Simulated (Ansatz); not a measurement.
# ClH2Sn: the cost of one run

Method: UKS PBE0-D4/def2-TZVP; program: Ansatz 0.2.0.

## 1. The system as given

SMILES `[Cl][SnH2]`, 4 atoms, charge 0, spin multiplicity 2.

Atoms are counted from 1 here; the program's logs count them from 0.

Bond lengths: Cl1–Sn2 2.393 Å, Sn2–H3 1.756 Å, Sn2–H4 1.756 Å. Angles: Cl1–Sn2–H3 104.8°, Cl1–Sn2–H4 104.8°, H3–Sn2–H4 110.4°.

As a file:

```
Cl   -1.9225    0.4073   -0.5948
Sn    0.3892   -0.1857   -0.4186
H     0.4239   -1.5156    0.7276
H     1.1648    1.2338    0.2655
```

## 3. Plan of the scan

The axes are (1) bond length Cl1–Sn2: 13 values from 1.968 to 3.046 Å; (2) bond length Sn2–H4: 13 values from 1.482 to 2.412 Å.

Nothing else is relaxed (all other coordinates rigid). Energies count from the relaxed molecule at the same level. Points are written as (first, second).

(The set-up runs are not shown.)

## 4. Grid point (2.327 Å, 2.335 Å)

input.yaml reads:

```yaml
crystal:
  periodic: [false, false, false]
  atoms:
    - { symbol: Cl, position_ang: [-1.882577, 0.398354, -0.584972] }
    - { symbol: Sn, position_ang: [0.364764, -0.175705, -0.398317] }
    - { symbol: H, position_ang: [0.397269, -1.496132, 0.708354] }
    - { symbol: H, position_ang: [1.402162, 1.722249, 0.481342] }
magnetization:
  spin_polarized: true
  initial_magnetization: 1
basis:
  gaussian: { orbitals: def2-TZVP }
hamiltonian:
  xc: pbe0
  dispersion: d4
output:
  forces: true
```

Command:

```
ansatz run input.yaml --threads 1 --pin off --max-ram 2560MiB --backend cpu --events-out ev --progress --plain --runs-dir out
```

Q: Estimate wall time and peak memory on 1 thread of Arm Neoverse V1, shared host.

About 4.1 s, with a peak of 0.2 GiB.
